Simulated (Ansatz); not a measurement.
# C10H10Cl2Mo: how energies converge with the basis set

How large a basis does C10H10Cl2Mo need? Two functionals are run in growing sets.

Method: one geometry, several basis sets; program: Ansatz 0.2.0, Gaussian basis.

Plan: PBE0-D4/def2-SVP; ωB97M-V/def2-SVP; PBE0-D4/def2-QZVPP; ωB97M-V/def2-QZVPP; the functionals' def2-TZVPP values are taken from earlier runs.

## 1. Structure used throughout

All runs share one geometry, relaxed beforehand with PBE0-D4 in a triple-zeta def2 set. Mo takes the def2 core potential; no spin-orbit term is included.

SMILES `[Cl][Mo]12345678([Cl])([C@H]9[C@@H]1[C@@H]2[C@@H]3[C@H]94)[C@H]1[C@@H]5[C@@H]6[C@@H]7[C@H]18`, 23 atoms, charge 0, spin multiplicity 1.

Atoms are counted from 1 here; the program's logs count them from 0.

Bond lengths: Cl1–Mo2 2.444 Å, Mo2–Cl3 2.443 Å, Mo2–C4 2.362 Å, Mo2–C5 2.272 Å, Mo2–C6 2.235 Å, Mo2–C7 2.272 Å, Mo2–C8 2.362 Å, Mo2–C9 2.235 Å, Mo2–C10 2.271 Å, Mo2–C11 2.361 Å, Mo2–C12 2.363 Å, Mo2–C13 2.273 Å, C4–C5 1.417 Å, C4–C8 1.401 Å, C4–H14 1.077 Å, C5–C6 1.428 Å, C5–H15 1.078 Å, C6–C7 1.428 Å and more. Angles: Cl1–Mo2–Cl3 82.4°, Cl1–Mo2–C4 75.1°, Cl1–Mo2–C5 90.0°, Cl1–Mo2–C6 126.9°, Cl1–Mo2–C7 132.2°, Cl1–Mo2–C8 97.6°, Cl1–Mo2–C9 126.7°, Cl1–Mo2–C10 89.8°, Cl1–Mo2–C11 75.1°, Cl1–Mo2–C12 97.8°, Cl1–Mo2–C13 132.4°, Cl3–Mo2–C4 97.7°, Cl3–Mo2–C5 132.3°, Cl3–Mo2–C6 126.8°, Cl3–Mo2–C7 89.9°, Cl3–Mo2–C8 75.1°, Cl3–Mo2–C9 126.9°, Cl3–Mo2–C10 132.2° and more.

## 2. PBE0-D4 in def2-SVP

in.yaml reads:

```yaml
crystal:
  periodic: [false, false, false]
  atoms:
    - {symbol: Cl, position_ang: [0.707743, -0.070729, -2.690834]}
    - {symbol: Mo, position_ang: [0.178171, -0.240444, -0.311376]}
    - {symbol: Cl, position_ang: [1.165869, -2.458937, -0.581839]}
    - {symbol: C, position_ang: [-1.863458, -0.664552, -1.421280]}
    - {symbol: C, position_ang: [-1.907089, 0.565659, -0.718824]}
    - {symbol: C, position_ang: [-1.771967, 0.245628, 0.666101]}
    - {symbol: C, position_ang: [-1.575525, -1.162057, 0.800433]}
    - {symbol: C, position_ang: [-1.663296, -1.706114, -0.505583]}
    - {symbol: C, position_ang: [0.658804, 1.259661, 1.274190]}
    - {symbol: C, position_ang: [1.099363, 1.806957, 0.031468]}
    - {symbol: C, position_ang: [2.183785, 1.001906, -0.399752]}
    - {symbol: C, position_ang: [2.378822, -0.033631, 0.523849]}
    - {symbol: C, position_ang: [1.422498, 0.088094, 1.562487]}
    - {symbol: H, position_ang: [-1.878799, -0.773166, -2.492445]}
    - {symbol: H, position_ang: [-2.085336, 1.537464, -1.149644]}
    - {symbol: H, position_ang: [-1.887976, 0.938470, 1.480167]}
    - {symbol: H, position_ang: [-1.460065, -1.720735, 1.714908]}
    - {symbol: H, position_ang: [-1.501200, -2.738688, -0.764327]}
    - {symbol: H, position_ang: [-0.067882, 1.706842, 1.928444]}
    - {symbol: H, position_ang: [0.738406, 2.699524, -0.453003]}
    - {symbol: H, position_ang: [2.707295, 1.107766, -1.334648]}
    - {symbol: H, position_ang: [3.075103, -0.846716, 0.408030]}
    - {symbol: H, position_ang: [1.346726, -0.542222, 2.433499]}
basis:
  gaussian: {orbitals: def2-SVP}
hamiltonian: {xc: pbe0, dispersion: d4}
output: {orbitals: {seedname: orbitals}}
```

Started as:

```sh
$ ansatz run in.yaml --threads 11 --pin off --events-out ev --progress --plain --max-ram 174080MiB --backend cpu
```

The runs that follow: ωB97M-V in def2-SVP; PBE0-D4 in def2-QZVPP; ωB97M-V in def2-QZVPP.

Q: Predict the results of all the runs planned. Wanted: PBE0-D4: double and triple zeta above quadruple; ωB97M-V: double and triple zeta above quadruple.

As calculated:

```
                                       quantity           value
PBE0-D4: double and triple zeta above quadruple  21.78, 1.39 eV
ωB97M-V: double and triple zeta above quadruple  22.16, 1.33 eV
```

In words: For PBE0-D4 the step from double to triple zeta gains 20.39 eV and the next only 1.39 eV. Total energies overstate the basis error of differences, where much of it tends to cancel.
